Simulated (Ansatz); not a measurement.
# CH7NSeSi: how energies converge with the basis set

The task here is to estimate one member of a computed series from the others.

Computed with Ansatz 0.2.0, Gaussian basis. Level: one geometry, several basis sets.

Plan: PBE0-D4/def2-SVP; ωB97M-V/def2-SVP; PBE0-D4/def2-QZVPP; ωB97M-V/def2-QZVPP; the functionals' def2-TZVPP values are taken from earlier runs.

### The geometry

All runs share one geometry, relaxed beforehand with PBE0-D4 in a triple-zeta def2 set.

SMILES `NC[Se][SiH3]`, 11 atoms, charge 0, spin multiplicity 1.

Atoms are counted from 1 here; the program's logs count them from 0.

Bond lengths: N1–C2 1.439 Å, N1–H5 1.012 Å, N1–H6 1.013 Å, C2–Se3 1.970 Å, C2–H7 1.096 Å, C2–H8 1.090 Å, Se3–Si4 2.278 Å, Si4–H9 1.484 Å, Si4–H10 1.482 Å, Si4–H11 1.488 Å. Angles: C2–N1–H5 111.5°, C2–N1–H6 111.6°, H5–N1–H6 108.9°, N1–C2–Se3 110.0°, N1–C2–H7 116.1°, N1–C2–H8 109.2°, Se3–C2–H7 104.9°, Se3–C2–H8 107.5°, H7–C2–H8 108.7°, C2–Se3–Si4 93.6°, Se3–Si4–H9 110.3°, Se3–Si4–H10 114.0°, Se3–Si4–H11 104.2°, H9–Si4–H10 110.3°, H9–Si4–H11 109.5°, H10–Si4–H11 108.2°.

As a file:

```csv
atom,x (Å),y (Å),z (Å)
N1,-0.0942,1.3617,-0.0287
C2,0.5686,0.6830,1.0528
Se3,1.3604,-1.0014,0.4074
Si4,-0.4427,-1.5225,-0.8827
H5,0.5689,1.7152,-0.7066
H6,-0.6626,2.1303,0.3053
H7,1.3975,1.2224,1.5248
H8,-0.1640,0.4290,1.8187
H9,-1.6981,-1.3371,-0.1126
H10,-0.5075,-0.7728,-2.1598
H11,-0.2608,-2.9648,-1.1982
```

Set-up of the first run:

in.yaml

```yaml
crystal:
  periodic: [false, false, false]
  atoms:
    - {symbol: N, position_ang: [-0.094199, 1.361702, -0.028716]}
    - {symbol: C, position_ang: [0.568556, 0.683023, 1.052820]}
    - {symbol: Se, position_ang: [1.360427, -1.001405, 0.407431]}
    - {symbol: Si, position_ang: [-0.442703, -1.522527, -0.882651]}
    - {symbol: H, position_ang: [0.568886, 1.715184, -0.706595]}
    - {symbol: H, position_ang: [-0.662639, 2.130319, 0.305314]}
    - {symbol: H, position_ang: [1.397545, 1.222376, 1.524773]}
    - {symbol: H, position_ang: [-0.164027, 0.429009, 1.818724]}
    - {symbol: H, position_ang: [-1.698123, -1.337079, -0.112579]}
    - {symbol: H, position_ang: [-0.507486, -0.772791, -2.159849]}
    - {symbol: H, position_ang: [-0.260836, -2.964811, -1.198170]}
basis:
  gaussian: {orbitals: def2-SVP}
hamiltonian: {xc: pbe0, dispersion: d4}
output: {orbitals: {seedname: orbitals}}
```

Steps of the session up to this table: PBE0-D4 in def2-SVP; ωB97M-V in def2-SVP; PBE0-D4 in def2-QZVPP; ωB97M-V in def2-QZVPP.

One table of the session follows, with a row left open; its other results are not shown here.

It belongs to the step «Functionals by basis». 

| functional | basis | HOMO (eV) | LUMO (eV) |
| --- | --- | --- | --- |
| PBE0-D4 | def2-SVP | -6.36 | 0.35 |
| PBE0-D4 | def2-TZVPP | -6.50 | -0.02 |
| PBE0-D4 | def2-QZVPP | -6.52 | -0.14 |
| ωB97M-V | def2-SVP | ? | ? |
| ωB97M-V | def2-TZVPP | -8.66 | 1.75 |
| ωB97M-V | def2-QZVPP | -8.69 | 1.41 |

Estimate the missing values for ωB97M-V, def2-SVP.

**Answer.** HOMO (eV): -8.51; LUMO (eV): 2.35. In the column «HOMO (eV)» it lies between ωB97M-V, def2-TZVPP (-8.66) and PBE0-D4, def2-QZVPP (-6.52).
